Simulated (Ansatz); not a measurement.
# C2H6FO2Sc: one species, many methods

One table from this session's results is given with a row withheld; the runs are named, their logs left out.

The runs use Ansatz 0.2.0, Gaussian basis; functionals in def2-TZVPP, the program's frozen cores in correlated methods.

Plan: LDA (SPW92), PBE-D4, revPBE-D4, BLYP-D4, r2SCAN-D4, B97M-V, PBE0-D4, B3LYP-D4, r2SCANh-D4, r2SCAN0-D4, HSE06-D4, BHLYP-D4, CAM-B3LYP-D4, LC-ωPBE, ωB97X-V, ωB97M-V, B2PLYP, PBE-QIDH; CCSD(T)/def2-SVP; MP2/def2-TZVPP; MP2/def2-QZVPP; RPA on PBE.

## The geometry

All runs share one geometry, relaxed beforehand with PBE0-D4 in a triple-zeta def2 set.

12 atoms, charge 0, spin multiplicity 1.

Atoms are counted from 1 here; the program's logs count them from 0.

Bond lengths: C1–O2 1.386 Å, C1–H7 1.097 Å, C1–H8 1.097 Å, C1–H9 1.097 Å, O2–Sc3 1.860 Å, Sc3–F4 1.863 Å, Sc3–O5 1.860 Å, O5–C6 1.386 Å, C6–H10 1.097 Å, C6–H11 1.097 Å, C6–H12 1.097 Å. Angles: O2–C1–H7 111.1°, O2–C1–H8 110.9°, O2–C1–H9 111.1°, H7–C1–H8 107.9°, H7–C1–H9 108.0°, H8–C1–H9 107.7°, C1–O2–Sc3 177.5°, O2–Sc3–F4 119.4°, O2–Sc3–O5 121.1°, F4–Sc3–O5 119.4°, Sc3–O5–C6 178.2°, O5–C6–H10 111.0°, O5–C6–H11 111.0°, O5–C6–H12 111.1°, H10–C6–H11 107.7°, H10–C6–H12 108.0°, H11–C6–H12 108.0°.

Set-up of the first run:

The input, in.yaml:

```yaml
crystal:
  periodic: [false, false, false]
  atoms:
    - {symbol: C, position_ang: [-2.403948, 1.451706, 0.399835]}
    - {symbol: O, position_ang: [-1.447359, 0.475234, 0.627448]}
    - {symbol: Sc, position_ang: [-0.116572, -0.800604, 0.877473]}
    - {symbol: F, position_ang: [-0.291099, -2.048254, 2.249925]}
    - {symbol: O, position_ang: [1.387179, -0.849701, -0.216631]}
    - {symbol: C, position_ang: [2.490386, -0.853763, -1.055188]}
    - {symbol: H, position_ang: [-3.081811, 1.547243, 1.256696]}
    - {symbol: H, position_ang: [-3.008965, 1.209031, -0.482191]}
    - {symbol: H, position_ang: [-1.937110, 2.428853, 0.225237]}
    - {symbol: H, position_ang: [2.187377, -0.971332, -2.102724]}
    - {symbol: H, position_ang: [3.048884, 0.086650, -0.973730]}
    - {symbol: H, position_ang: [3.173030, -1.675072, -0.806150]}
basis:
  gaussian: {orbitals: def2-TZVPP}
hamiltonian: {xc: lda}
output: {orbitals: {seedname: orbitals}}
```

Run with:

```
> ansatz run in.yaml --threads 4 --pin off --events-out ev --progress --plain --max-ram 11315MiB
```

Steps of the session up to this table: LDA; PBE-D4 (GGA); revPBE-D4 (GGA); BLYP-D4 (GGA); r2SCAN-D4 (meta-GGA); B97M-V (meta-GGA); PBE0-D4 (hybrid); B3LYP-D4 (hybrid); r2SCANh-D4 (hybrid); r2SCAN0-D4 (hybrid); HSE06-D4 (hybrid); BHLYP-D4 (hybrid); CAM-B3LYP-D4 (range-separated); LC-ωPBE (range-separated); ωB97X-V (range-separated); ωB97M-V (range-separated); B2PLYP (double hybrid); PBE-QIDH (double hybrid).

One table of the session follows, with a row left open; its other results are not shown here.

It belongs to the step «Frontier levels by functional». 

| functional | HOMO (eV) | LUMO (eV) | gap (eV) |
| --- | --- | --- | --- |
| LDA (SPW92) | -6.40 | -2.75 | 3.65 |
| PBE-D4 | -6.23 | -2.56 | 3.68 |
| revPBE-D4 | -6.17 | -2.43 | 3.74 |
| BLYP-D4 | -6.15 | -2.58 | 3.57 |
| r2SCAN-D4 | -6.54 | -2.22 | 4.33 |
| B97M-V | -6.65 | -2.43 | 4.22 |
| PBE0-D4 | -7.77 | -1.68 | 6.09 |
| B3LYP-D4 | -7.54 | -2.06 | 5.49 |
| r2SCANh-D4 | -7.12 | -1.90 | 5.22 |
| r2SCAN0-D4 | -8.00 | -1.45 | 6.54 |
| HSE06-D4 | -7.36 | -2.05 | 5.32 |
| BHLYP-D4 | -9.27 | -1.05 | 8.22 |
| CAM-B3LYP-D4 | ? | ? | ? |
| LC-ωPBE | -10.53 | 0.39 | 10.92 |
| ωB97X-V | -10.21 | 0.19 | 10.40 |
| ωB97M-V | -10.16 | -0.24 | 9.91 |

**Question.** Estimate the row for CAM-B3LYP-D4.

The run gave: HOMO (eV): -9.23; LUMO (eV): -0.90; gap (eV): 8.32. In the column «HOMO (eV)» it lies between BHLYP-D4 (-9.27) and r2SCAN0-D4 (-8.00).
